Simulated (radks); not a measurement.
**Valence configurations of Tb**

NIST gives [Xe] 4f9 6s2 as the ground configuration of Tb. Does this level of theory agree? Several fillings of the valence shells are run.

Method: Dirac Kohn-Sham, PBE, spin-unpolarised, spherical densities, finite nucleus; open shells fill j = l - 1/2 first. Code: radks (a radial shooting solver on a logarithmic mesh, Libxc functionals) version 1.

2 further runs of the same task are left out: 2 that didn't finish.

### Step 1. What is computed

* element: terbium (Z = 65)
* charge: 0
* electrons: 65
* configuration: [Xe] 4f9 6s2
* nuclear rms radius: 5.06 fm
* others tried: 4f8 5d1 6s2; 4f8 6s2 6p1; 4f9 6s1.5 6p0.5; 4f7.5 5d1.5 6s2; 4f9 6p2; 4f10 6p1; 4f9 6s0.5 6p1.5

### Step 2. [Xe] 4f9 6s2

Input:

```text
Z 65
configuration [Xe] 4f9 6s2
relativity Dirac
functional pbe,pbe
spin unpolarised
j_filling energy
nucleus finite rms 5.06 fm
c 137.035999084
```

### Step 3. [Xe] 4f8 5d1 6s2

Settings, as their differences from step 2:

```diff
@@ -1,3 +1,3 @@
 Z 65
-configuration [Xe] 4f9 6s2
+configuration [Xe] 4f8 5d1 6s2
 relativity Dirac
```

### Step 4. [Xe] 4f8 6s2 6p1

Settings, as their differences from step 3:

```diff
@@ -1,3 +1,3 @@
 Z 65
-configuration [Xe] 4f8 5d1 6s2
+configuration [Xe] 4f8 6s2 6p1
 relativity Dirac
```

### Step 5. [Xe] 4f9 6s1.5 6p0.5

Settings, as their differences from step 4:

```diff
@@ -1,3 +1,3 @@
 Z 65
-configuration [Xe] 4f8 6s2 6p1
+configuration [Xe] 4f9 6s1.5 6p0.5
 relativity Dirac
```

### Step 6. [Xe] 4f7.5 5d1.5 6s2

Settings, as their differences from step 5:

```diff
@@ -1,3 +1,3 @@
 Z 65
-configuration [Xe] 4f9 6s1.5 6p0.5
+configuration [Xe] 4f7.5 5d1.5 6s2
 relativity Dirac
```

### Step 7. [Xe] 4f9 6p2

Settings, as their differences from step 6:

```diff
@@ -1,3 +1,3 @@
 Z 65
-configuration [Xe] 4f7.5 5d1.5 6s2
+configuration [Xe] 4f9 6p2
 relativity Dirac
```

### Step 8. [Xe] 4f10 6p1

Settings, as their differences from step 7:

```diff
@@ -1,3 +1,3 @@
 Z 65
-configuration [Xe] 4f9 6p2
+configuration [Xe] 4f10 6p1
 relativity Dirac
```

### Step 9. [Xe] 4f9 6s0.5 6p1.5

Settings, as their differences from step 8:

```diff
@@ -1,3 +1,3 @@
 Z 65
-configuration [Xe] 4f10 6p1
+configuration [Xe] 4f9 6s0.5 6p1.5
 relativity Dirac
```

Q: Predict the outcome of this session. Wanted: for each run, valence; E − E(NIST configuration); highest level; its energy; 1s shift.

The runs gave:

| valence | E − E(NIST configuration) (eV) | highest level | its energy (eV) | 1s shift (eV) |
| --- | --- | --- | --- | --- |
| 4f9 6s2 | 0.000 | 4f7/2 | -2.548 | +0.00 |
| 4f9 6s1.5 6p0.5 | 1.207 | 6p1/2 | -1.611 | -0.63 |
| 4f8 5d1 6s2 | 3.384 | 5d3/2 | -2.532 | -6.18 |
| 4f9 6s0.5 6p1.5 | 3.714 | 6p1/2 | -2.113 | -1.80 |
| 4f8 6s2 6p1 | 5.002 | 6p1/2 | -2.340 | -9.25 |
| 4f9 6p2 | 5.010 | 6p1/2 | -2.333 | -2.36 |
| 4f7.5 5d1.5 6s2 | 6.927 | 5d3/2 | -3.064 | -9.60 |

Theory agrees with NIST among these: the next, 4f9 6s1.5 6p0.5, lies 1.207 eV higher. The energies are those of spherical spin-averaged densities, not of single terms. The 1s eigenvalue shifts by up to 9.60 eV as the valence charge is rearranged.
